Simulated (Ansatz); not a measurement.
CdAg, space group Pm-3m, a relaxation followed by a look at the electronic structure

Program: Ansatz's Python interface.

The cells in order, each with its output:

In [1]:
```python
import warnings

import ansatz as az
import numpy as np
```

In [2]:
```python
VDW = "d4"
OCCUPATIONS = "cold"
SIGMA = 0.1
```

In [3]:
```python
def count_gap(report):
    # lowest empty less highest filled band, counting bands; zero where they overlap
    return max(report.get("gap_by_band_count_ev") or 0.0, 0.0)
```

In [4]:
```python
def configured(crystal, spacing):
    return (
        crystal.calculation()
        .functional(az.Functional.R2SCAN, dispersion=VDW)
        .occupations(OCCUPATIONS, width=SIGMA)
        .kpoints(spacing=spacing)
    )
```

In [5]:
```python
warnings.simplefilter("ignore", az.DeckWarning)

lattice = az.Lattice.of(
    [3.33, 0.0, 0.0],
    [0.0, 3.33, 0.0],
    [0.0, 0.0, 3.33],
)
sites = [
    ("Cd", [0.5, 0.5, 0.5]),
    ("Ag", [0.0, 0.0, 0.0]),
]
structure = az.Crystal(lattice=lattice)
for symbol, position in sites:
    structure = structure.atom(symbol, position)
```

In [6]:
```python
relaxed = configured(structure, 0.3).relax(cell=True, force_tolerance=0.01, max_steps=40).checkpoint(write="relax.run").run(threads=1)
cell = np.asarray(relaxed.lattice.cell_ang)
print("relaxed edges (A):", np.linalg.norm(cell, axis=1).round(4), " volume:", round(abs(np.linalg.det(cell)), 3), "A^3")
for site in relaxed.lattice.sites:
    print(" ", site.symbol, np.round(site.position_frac, 4) + 0.0)
```
```text
relaxed edges (A): [3.3264 3.3264 3.3264]  volume: 36.808 A^3
  Cd [0.5 0.5 0.5]
  Ag [0. 0. 0.]
```

In [7]:
```python
final = az.Crystal.from_checkpoint("relax.run")
outcome = configured(final, 0.22).functional("pbesol").stress().band_table().density_of_states(energy_step=0.05).run(threads=1)
summary = outcome.report
```

In [8]:
```python
summary["mixing_algorithm"], summary["preconditioner"], summary["eigensolver"]
```
Out [8]:
```text
('MSR1', 'Kerker', 'band_cg')
```

In [9]:
```python
dos = outcome.density_of_states()
print(f"pressure at the relaxed cell {np.trace(summary['stress_gpa']) / 3:.3f} GPa, gap by band count {count_gap(summary):.3f} eV")
if count_gap(summary) == 0:
    print("states/eV at the Fermi level:", round(float(np.interp(dos.fermi_ev, dos.energies_ev, dos.spin_summed_g_bin_mean_per_ev)), 3))
```
```text
pressure at the relaxed cell -3.755 GPa, gap by band count 0.000 eV
states/eV at the Fermi level: 0.576
```

Reading the output:
- These settings explore the input space; cutoff and mesh may be short of convergence.
- Dispersion corrections can be off by several per cent in the lattices of metals, and by several GPa in the pressure at a fixed cell.
- The mesh is modest for a metal, so energies can be off by several to tens of meV an atom and pressures by half a GPa or more; differences at equal mesh fare better.
- Only differences from the Fermi energy are physical; the zero of the scale is a convention.
- A gap by band count of zero or less means overlapping bands, a metal, and at an odd count of electrons it is no gap at all.
- The starting cell is as deposited in a crystallographic database; the results hold for this polymorph, which needn't be the stable one.
- Gaps and levels are Kohn-Sham values on a finite set of k-points, without spin-orbit coupling.
- Where the second run takes another functional or mesh than the relaxation, its pressure isn't zero; pressure is positive in compression.
- The computed bands are complete only to about 5.2 eV above the Fermi level; beyond that the density of states is undercounted.
- Run time: 14 s on 1 thread of Arm Neoverse V1 (shared host), peak memory 0.45 GiB.

(Lines on the test bed's own set-up are left out of the output.)
